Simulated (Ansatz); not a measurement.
## BrClMg, SMILES [Cl][Mg][Br]: a relaxed scan of one distance, step by step

Program: Ansatz 0.2.0, Python API.

Notebook, run cell by cell (the value of a cell's last expression is shown):

In [1]:
```python
import ansatz
import numpy as np
```

In [2]:
```python
geometry_ang = [
    ("Cl", (0.9454, 2.0839, 0.7351)),
    ("Mg", (0.0091, 0.0391, 0.0121)),
    ("Br", (-0.9654, -2.1879, -0.7604)),
]
brclmg = ansatz.Crystal.molecule()
for symbol, xyz in geometry_ang:
    brclmg = brclmg.atom(symbol, xyz)
```

In [3]:
```python
job = (
    brclmg.calculation()
    .basis(gaussian="def2-SVP")
    .functional("PBE")
)
symbols = [site.symbol for site in brclmg.cartesian_sites]
pairs = [(0, 1), (1, 2)]
print("held (A)   E (eV)        ", "  ".join(f"{symbols[i]}{i}-{symbols[j]}{j}" for i, j in pairs))
for length in [2.35, 2.55, 2.75, 3.06, 3.44]:
    rep = job.relax(constraints=[ansatz.DistanceConstraint((1, 2), at=length)], force_tolerance=0.02, max_steps=60).run(threads=1).report
    xyz = np.array(rep["positions_ang"])
    print(f"{length:6.2f} {rep['free_energy_ev']:14.5f}  ", "  ".join(f"{np.linalg.norm(xyz[i] - xyz[j]):.3f}" for i, j in pairs))
```
```text
held (A)   E (eV)         Cl0-Mg1  Mg1-Br2
DeckWarning: relax.constraints: the input's atoms, or those drawn, lie off the distances that are held; a relaxation that starts there is brought onto them ahead of its first SCF, by positions alone, an atom by 1.00e-1 Å at the most. With the symmetry detection on, the symmetry is detected on the input's atoms as so brought (as typed, where only the drawn atoms reach the distances), and notices that speak of the structure as typed mean those atoms
  2.35   -87984.12347   2.205  2.350
  2.55   -87983.96164   2.202  2.550
  2.75   -87983.59805   2.199  2.750
  3.06   -87982.90459   2.199  3.060
  3.44   -87982.08469   2.200  3.440
```

Notes:
- Total energies depend on the basis set; only differences at equal settings carry meaning.
- Warnings are shown shortened and without file and line.
- The energies are electronic: no zero-point or thermal terms, and the basis set is short of its limit.
- Wall time of the script: 33 s on 1 thread of Arm Neoverse V2 (shared host), peak memory 0.19 GiB.
